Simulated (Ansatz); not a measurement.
# C2H5BOSi: basis-set convergence

The task here is to estimate one member of a computed series from the others.

Method: one geometry, several basis sets; program: Ansatz 0.2.0, Gaussian basis.

The runs, in order: PBE0-D4/def2-SVP; ωB97M-V/def2-SVP; PBE0-D4/def2-QZVPP; ωB97M-V/def2-QZVPP; the functionals' def2-TZVPP values are taken from earlier runs.

### The relaxed structure

All runs share one geometry, relaxed beforehand with PBE0-D4 in a triple-zeta def2 set.

SMILES `BO[SiH2]C#C`, 10 atoms, charge 0, spin multiplicity 1.

Atoms are counted from 1 here; the program's logs count them from 0.

Bond lengths: B1–O2 1.348 Å, B1–H6 1.204 Å, B1–H7 1.198 Å, O2–Si3 1.653 Å, Si3–C4 1.819 Å, Si3–H8 1.478 Å, Si3–H9 1.482 Å, C4–C5 1.206 Å, C5–H10 1.066 Å. Angles: O2–B1–H6 120.0°, O2–B1–H7 118.0°, H6–B1–H7 122.0°, B1–O2–Si3 131.6°, O2–Si3–C4 108.9°, O2–Si3–H8 107.7°, O2–Si3–H9 110.1°, C4–Si3–H8 109.4°, C4–Si3–H9 109.4°, H8–Si3–H9 111.3°, Si3–C4–C5 178.8°, C4–C5–H10 179.8°.

The first run:

Input file in.yaml:

```yaml
crystal:
  periodic: [false, false, false]
  atoms:
    - {symbol: B, position_ang: [0.660855, 0.916661, 1.906802]}
    - {symbol: O, position_ang: [-0.238322, 0.206057, 1.197032]}
    - {symbol: Si, position_ang: [-0.758221, 0.343239, -0.366433]}
    - {symbol: C, position_ang: [-0.123821, -1.067132, -1.323779]}
    - {symbol: C, position_ang: [0.288667, -1.990635, -1.980213]}
    - {symbol: H, position_ang: [1.226113, 1.850181, 1.398936]}
    - {symbol: H, position_ang: [0.866975, 0.590496, 3.041027]}
    - {symbol: H, position_ang: [-2.235805, 0.303376, -0.353024]}
    - {symbol: H, position_ang: [-0.258009, 1.605725, -0.960011]}
    - {symbol: H, position_ang: [0.654666, -2.809167, -2.557338]}
basis:
  gaussian: {orbitals: def2-SVP}
hamiltonian: {xc: pbe0, dispersion: d4}
output: {orbitals: {seedname: orbitals}}
```

Launch:

```bash
ansatz run in.yaml --threads 2 --pin off --events-out ev --progress --plain --max-ram 4352MiB
```

Steps of the session up to this table: PBE0-D4 in def2-SVP; ωB97M-V in def2-SVP; PBE0-D4 in def2-QZVPP; ωB97M-V in def2-QZVPP.

One table of the session follows, with a row left open; its other results are not shown here.

```
functional       basis  HOMO (eV)
   PBE0-D4    def2-SVP      -8.40
   PBE0-D4  def2-TZVPP      -8.46
   PBE0-D4  def2-QZVPP      -8.48
   ωB97M-V    def2-SVP     -10.65
   ωB97M-V  def2-TZVPP          ?
   ωB97M-V  def2-QZVPP     -10.74
```

**Question.** Estimate the row for ωB97M-V, def2-TZVPP.

As computed: HOMO (eV): -10.73. In the column «HOMO (eV)» it lies between ωB97M-V, def2-QZVPP (-10.74) and ωB97M-V, def2-SVP (-10.65).
